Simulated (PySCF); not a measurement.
# Br2: the cost of one run

Computed with PySCF 2.14.0 and routines of our own; the level stands in each step. Atoms count from 0.

### 1 The starting structure

2 atoms, charge 0, multiplicity 1; geometry from: GFN2-xTB.

### 2 Optimising the geometry at PBE0-D3(BJ)/def2-SVP

The job: settings as JSON, then the geometry in Å.

```
{"job": {"xc": "PBE0", "basis": "def2-SVP", "d3": "d3bj", "grid": 1, "maxiter": 30, "shake": 0.01, "kind": "geom"}, "charge": 0, "multiplicity": 1}
Br     1.162480    -0.028560     0.001480
Br    -1.144990    -0.000250    -0.013600
```

Command:

```sh
OMP_NUM_THREADS=1 python heavy_run.py task.json out
```

This one command runs all jobs of the session in turn.

**Question.** How long does this first job take on 1 thread of Intel Xeon 6975P-C, shared host, and how much memory does it need?

About 5.6 s, with a peak of 0.3 GiB.
